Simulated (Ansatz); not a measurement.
The system is Y3Ge.

```
Y Ge
1.0
    -2.26539    2.26539    5.19702
     2.26539   -2.26539    5.19702
     2.26539    2.26539   -5.19702
Y Ge
3 1
Direct
  0.50000 0.50000 0.00000
  0.25000 0.75000 0.50000
  0.75000 0.25000 0.50000
  0.00000 0.00000 0.00000
```

The cell comes from a database or a generator and needn't be the stable form of this composition.

```yaml
Program: Ansatz 0.2.0
Task: relaxation of cell and atoms
Functional: RPBE
Potentials_or_basis: Ansatz PAW
Cutoff: "420 eV (not typed: the program's choice for these potentials)"
k_mesh: 6 × 6 × 6
Occupations: fermi-dirac, width 0.05 eV
Spin: no spin polarisation
```

At the start: volume 26.67 Å³/atom.

Q: How do energy, volume and symmetry change on relaxing?

A: It ends after 4 steps and the volume is 27.53 Å³/atom (+3.2 %); space group I4/mmm (No. 139, to 0.05 Å).

Step by step:
```csv
step,energy change (eV),largest force (eV/Å),volume (Å³)
1,0.0000,0.0000,106.68
2,-0.0144,0.0000,111.03
3,-0.0160,0.0000,110.11
4,-0.0162,0.0000,110.11
```

Final structure:
```yaml
crystal:
  lattice:
    - [-2.28815, 2.28815, 5.25769]
    - [2.28815, -2.28815, 5.25769]
    - [2.28815, 2.28815, -5.25769]
  atoms:
    - { symbol: Y, position: [0.50000, 0.50000, 0.00000] }
    - { symbol: Y, position: [0.25000, 0.75000, 0.50000] }
    - { symbol: Y, position: [0.75000, 0.25000, 0.50000] }
    - { symbol: Ge, position: [0.00000, 0.00000, 0.00000] }
```

Caveat: the plane-wave basis is chosen anew once the cell has moved, so the energies of steps on either side of that aren't comparable; the PAW data sets come from PBE, with cores solved anew for the run's functional, which leaves a small shift of forces and pressure.
